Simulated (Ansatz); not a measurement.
**C₂H₅BN₂O: small, medium and large basis sets**

The task here is to estimate one member of a computed series from the others.

Program: Ansatz 0.2.0, Gaussian basis. Level of theory: one geometry, several basis sets. These are calculated values, not measurements.

The runs, in order: PBE0-D4/def2-SVP; ωB97M-V/def2-SVP; PBE0-D4/def2-QZVPP; ωB97M-V/def2-QZVPP; the functionals' def2-TZVPP values are taken from earlier runs.

## The geometry

An earlier PBE0-D4 in a triple-zeta def2 set relaxation fixed the geometry.

11 atoms, charge 0, spin multiplicity 1.

Atoms are counted from 1 here; the program's logs count them from 0.

Bond lengths: N1–C2 1.151 Å, C2–C3 1.445 Å, C3–B4 1.603 Å, C3–H7 1.096 Å, C3–H8 1.096 Å, B4–N5 1.392 Å, B4–O6 1.371 Å, N5–H9 1.005 Å, N5–H10 1.005 Å, O6–H11 0.957 Å. Angles: N1–C2–C3 176.7°, C2–C3–B4 113.1°, C2–C3–H7 108.8°, C2–C3–H8 108.8°, B4–C3–H7 109.7°, B4–C3–H8 109.7°, H7–C3–H8 106.6°, C3–B4–N5 120.9°, C3–B4–O6 120.1°, N5–B4–O6 119.0°, B4–N5–H9 122.3°, B4–N5–H10 122.7°, H9–N5–H10 114.9°, B4–O6–H11 114.5°.

Set-up of the first run:

The input, in.yaml:

```yaml
crystal:
  periodic: [false, false, false]
  atoms:
    - {symbol: N, position_ang: [1.176609, -0.797246, 2.446438]}
    - {symbol: C, position_ang: [0.807890, -0.927441, 1.364211]}
    - {symbol: C, position_ang: [0.320605, -1.011442, 0.006424]}
    - {symbol: B, position_ang: [-0.307100, 0.365077, -0.522084]}
    - {symbol: N, position_ang: [-0.349112, 1.491435, 0.295054]}
    - {symbol: O, position_ang: [-0.813145, 0.447530, -1.793674]}
    - {symbol: H, position_ang: [1.145685, -1.315397, -0.647288]}
    - {symbol: H, position_ang: [-0.431878, -1.805800, -0.050737]}
    - {symbol: H, position_ang: [-0.737805, 2.365293, -0.013888]}
    - {symbol: H, position_ang: [0.005427, 1.493992, 1.235606]}
    - {symbol: H, position_ang: [-0.751778, -0.363100, -2.299264]}
basis:
  gaussian: {orbitals: def2-SVP}
hamiltonian: {xc: pbe0, dispersion: d4}
output: {orbitals: {seedname: orbitals}}
```

The run is started by

```bash
$ ansatz run in.yaml --threads 4 --pin off --events-out ev --progress --plain --max-ram 10444MiB
```

Among the steps run: PBE0-D4 in def2-SVP; ωB97M-V in def2-SVP; PBE0-D4 in def2-QZVPP; ωB97M-V in def2-QZVPP.

One table of the session follows, with a row left open; its other results are not shown here.

It belongs to the step «Functionals by basis». 

| functional | basis | HOMO (eV) | LUMO (eV) |
| --- | --- | --- | --- |
| PBE0-D4 | def2-SVP | -7.94 | 1.10 |
| PBE0-D4 | def2-TZVPP | ? | ? |
| PBE0-D4 | def2-QZVPP | -8.25 | -0.03 |
| ωB97M-V | def2-SVP | -10.33 | 2.74 |
| ωB97M-V | def2-TZVPP | -10.61 | 1.60 |
| ωB97M-V | def2-QZVPP | -10.65 | 1.08 |

**Question.** Estimate the row for PBE0-D4, def2-TZVPP.

The run gave: HOMO (eV): -8.20; LUMO (eV): 0.30. In the column «HOMO (eV)» it lies between PBE0-D4, def2-QZVPP (-8.25) and PBE0-D4, def2-SVP (-7.94).
